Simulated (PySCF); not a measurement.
# Cu2F2H8N2 ([(NH3)FCu(mu-H)2Cu(NH3)F]): the cost of one run

Computed with PySCF 2.14.0 and routines of our own; the level stands in each step. Atoms count from 0.

## 1. The starting structure

14 atoms, charge 0, high-spin multiplicity 3; geometry from: idealised, bond lengths from ionic radii.

The system (edge-sharing dimer): [(NH3)FCu(mu-H)2Cu(NH3)F]. The metals (Cu(II), Cu(II)) are 2.59 Å apart; the bridge angle is 102°; the spin sites are atom 0 (1 unpaired) and atom 1 (1 unpaired).

## 2. Magnetic exchange: PBE0/def2-SVP

The job: settings as JSON, then the geometry in Å.

```
{"job": {"kind": "bs", "xc": "PBE0", "basis": "def2-SVP", "grid": 1}, "charge": 0, "high_spin_multiplicity": 3, "spin_sites": [[[0], 1], [[1], 1]]}
Cu    -1.297200    -0.000000    -0.000000
Cu     1.297200    -0.000000    -0.000000
H      0.000000     1.056100    -0.000000
H      0.000000    -1.056100    -0.000000
N     -2.690700    -1.434700    -0.000000
H     -2.946500    -1.698100     0.951600
H     -3.537700    -1.124000    -0.475800
H     -2.355300    -2.272300    -0.475800
F     -2.607100     1.348600    -0.000000
N      2.690700     1.434700    -0.000000
H      2.946500     1.698100     0.951600
H      3.537700     1.124000    -0.475800
H      2.355300     2.272300    -0.475800
F      2.607100    -1.348600    -0.000000
```

Method: PBE0/def2-SVP high-spin and broken-symmetry single points, gas phase.

On the command line:

```sh
OMP_NUM_THREADS=1 python exch_run.py task.json out
```

This one command runs all jobs of the session in turn.

**Question.** How long does this first job take on 1 thread of Arm Neoverse N1, shared host, and how much memory does it need?

About 44 s, with a peak of 0.54 GiB.
